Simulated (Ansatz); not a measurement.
# C₃H₅ClOSi: up Jacob's ladder to CCSD(T)

One table from this session's results is given with a row withheld; the runs are named, their logs left out.

The runs use Ansatz 0.2.0, Gaussian basis; functionals in def2-TZVPP, the program's frozen cores in correlated methods.

Plan: LDA (SPW92), PBE-D4, revPBE-D4, BLYP-D4, r2SCAN-D4, B97M-V, PBE0-D4, B3LYP-D4, r2SCANh-D4, r2SCAN0-D4, HSE06-D4, BHLYP-D4, CAM-B3LYP-D4, LC-ωPBE, ωB97X-V, ωB97M-V, B2PLYP, PBE-QIDH; CCSD(T)/def2-SVP; CCSD(T)/def2-TZVPP; MP2/def2-QZVPP; extrapolation to the limit; RPA on PBE.

## The relaxed structure

An earlier PBE0-D4 in a triple-zeta def2 set relaxation fixed the geometry.

SMILES `C#C[SiH](Cl)OC`, 11 atoms, charge 0, spin multiplicity 1.

Atoms are counted from 1 here; the program's logs count them from 0.

Bond lengths: C1–C2 1.206 Å, C1–H7 1.066 Å, C2–Si3 1.819 Å, Si3–Cl4 2.052 Å, Si3–O5 1.621 Å, Si3–H8 1.470 Å, O5–C6 1.414 Å, C6–H9 1.094 Å, C6–H10 1.095 Å, C6–H11 1.090 Å. Angles: C2–C1–H7 179.7°, C1–C2–Si3 179.0°, C2–Si3–Cl4 106.9°, C2–Si3–O5 110.9°, C2–Si3–H8 111.9°, Cl4–Si3–O5 110.8°, Cl4–Si3–H8 109.0°, O5–Si3–H8 107.3°, Si3–O5–C6 125.1°, O5–C6–H9 110.8°, O5–C6–H10 111.2°, O5–C6–H11 107.8°, H9–C6–H10 109.0°, H9–C6–H11 109.0°, H10–C6–H11 109.0°.

The first run:

File in.yaml:

```yaml
crystal:
  periodic: [false, false, false]
  atoms:
    - {symbol: C, position_ang: [-0.937285, 0.743006, 2.377566]}
    - {symbol: C, position_ang: [-0.126747, 0.303682, 1.600352]}
    - {symbol: Si, position_ang: [1.107561, -0.328452, 0.422793]}
    - {symbol: Cl, position_ang: [1.001809, -2.376292, 0.490917]}
    - {symbol: O, position_ang: [0.810508, 0.214946, -1.074913]}
    - {symbol: C, position_ang: [-0.413669, 0.065896, -1.766271]}
    - {symbol: H, position_ang: [-1.652603, 1.128152, 3.068273]}
    - {symbol: H, position_ang: [2.470804, 0.092468, 0.777414]}
    - {symbol: H, position_ang: [-0.600121, -0.985091, -2.005366]}
    - {symbol: H, position_ang: [-1.250662, 0.451332, -1.175588]}
    - {symbol: H, position_ang: [-0.344296, 0.633354, -2.694576]}
basis:
  gaussian: {orbitals: def2-TZVPP}
hamiltonian: {xc: lda}
output: {orbitals: {seedname: orbitals}}
```

Steps of the session up to this table: LDA; PBE-D4 (GGA); revPBE-D4 (GGA); BLYP-D4 (GGA); r2SCAN-D4 (meta-GGA); B97M-V (meta-GGA); PBE0-D4 (hybrid); B3LYP-D4 (hybrid); r2SCANh-D4 (hybrid); r2SCAN0-D4 (hybrid); HSE06-D4 (hybrid); BHLYP-D4 (hybrid); CAM-B3LYP-D4 (range-separated); LC-ωPBE-D4 (range-separated; the results give it without D4); ωB97X-V (range-separated); ωB97M-V (range-separated); B2PLYP (double hybrid); PBE-QIDH (double hybrid).

One table of the session follows, with a row left open; its other results are not shown here.

It belongs to the step «Orbital energies across the functionals». 

```
  functional  HOMO (eV)  gap (eV)
 LDA (SPW92)      -7.24      5.51
      PBE-D4      -7.09      5.62
   revPBE-D4      -7.03      5.67
     BLYP-D4      -6.95      5.66
   r2SCAN-D4      -7.40      6.16
      B97M-V      -7.46      6.25
     PBE0-D4      -8.49      7.96
    B3LYP-D4      -8.22      7.51
  r2SCANh-D4      -7.92      7.03
  r2SCAN0-D4      -8.68      8.29
    HSE06-D4      -8.08      7.18
    BHLYP-D4      -9.61     10.16
CAM-B3LYP-D4      -9.86     10.47
     LC-ωPBE     -11.30     13.06
     ωB97X-V     -10.89     12.56
     ωB97M-V          ?         ?
```

Q: Estimate the row for ωB97M-V from the others.

**Answer.** HOMO (eV): -10.77; gap (eV): 12.27. In the column «HOMO (eV)» it lies between ωB97X-V (-10.89) and CAM-B3LYP-D4 (-9.86).
